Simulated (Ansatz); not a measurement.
# H3HoO3 (Ho(OH)3): the cost of one run

Method: DFT PBE, plane waves, PAW, molecule in a box with 9 Å of vacuum; program: Ansatz 0.2.0.

5 further runs of the same task are left out: 2 for a known fault of the program, 2 that didn't finish, 1 set aside as unsound or not needed.

## (1) Where the work starts

7 atoms, charge 0, spin multiplicity 1.

Bond lengths: Ho1–O2 2.045 Å, Ho1–O4 2.045 Å, Ho1–O6 2.045 Å, O2–H3 0.965 Å, O4–H5 0.965 Å, O6–H7 0.965 Å. Angles: O2–Ho1–O4 120.0°, O2–Ho1–O6 120.0°, O4–Ho1–O6 120.0°, Ho1–O2–H3 179.4°, Ho1–O4–H5 179.4°, Ho1–O6–H7 179.4°.

As a file:

```xyz
7
H3HoO3
Ho    0.0000    0.0000    0.1126
O     2.0444    0.0000    0.1389
H     3.0089    0.0000    0.1621
O    -1.0222    1.7705    0.1389
H    -1.5045    2.6058    0.1621
O    -1.0222   -1.7705    0.1389
H    -1.5045   -2.6058    0.1621
```

Formal oxidation states: Ho +3. Each metal's 10 4f electrons lie in its core potential, so multiplicities, spins and levels count the valence alone. In the runs below they are in the valence, and the state is a quintet. An earlier session relaxed this geometry at TPSS, Ho lcecp-1-SVP with ECP56, O def2-SVP, H def2-SVP (singlet, point group C3v).

## (2) Scalar-relativistic

Contents of input.yaml:

```yaml
crystal:
  lattice:
    - [13.51, 0.0, 0.0]
    - [0.0, 14.21, 0.0]
    - [0.0, 0.0, 9.05]
  atoms:
    - { symbol: Ho, position: [0.44444708, 0.500057, 0.49723757], spin: 4.0 }
    - { symbol: O, position: [0.59576906, 0.50005771, 0.50014807] }
    - { symbol: H, position: [0.66716506, 0.50005841, 0.50271492] }
    - { symbol: O, position: [0.3687846, 0.62465025, 0.50014807] }
    - { symbol: H, position: [0.3330866, 0.68343561, 0.50271492] }
    - { symbol: O, position: [0.36878608, 0.37546376, 0.50014807] }
    - { symbol: H, position: [0.33308808, 0.3166784, 0.50271492] }
basis:
  ecutwfc: 420
  ecutrho_ratio: 4
kpoints:
  mp_grid: { grid: [1, 1, 1] }
hamiltonian:
  xc: pbe
scf:
  occupations: { method: gaussian, width: 0.01 }
output:
  forces: true
  eigenvalues: true
  populations: true
  hubbard: { sites: [{ species: Ho, l: f }] }
magnetization:
  spin_polarized: true
```

On the command line:

```console
$ ansatz run input.yaml --threads 2 --pin off --max-ram 5120MiB --backend cpu --events-out ev --progress --plain --runs-dir out
```

**Question.** How long does this run take on 2 threads of Arm Neoverse V1, shared host, and how much memory does it need?

About 2.2 min, with a peak of 1.2 GiB.
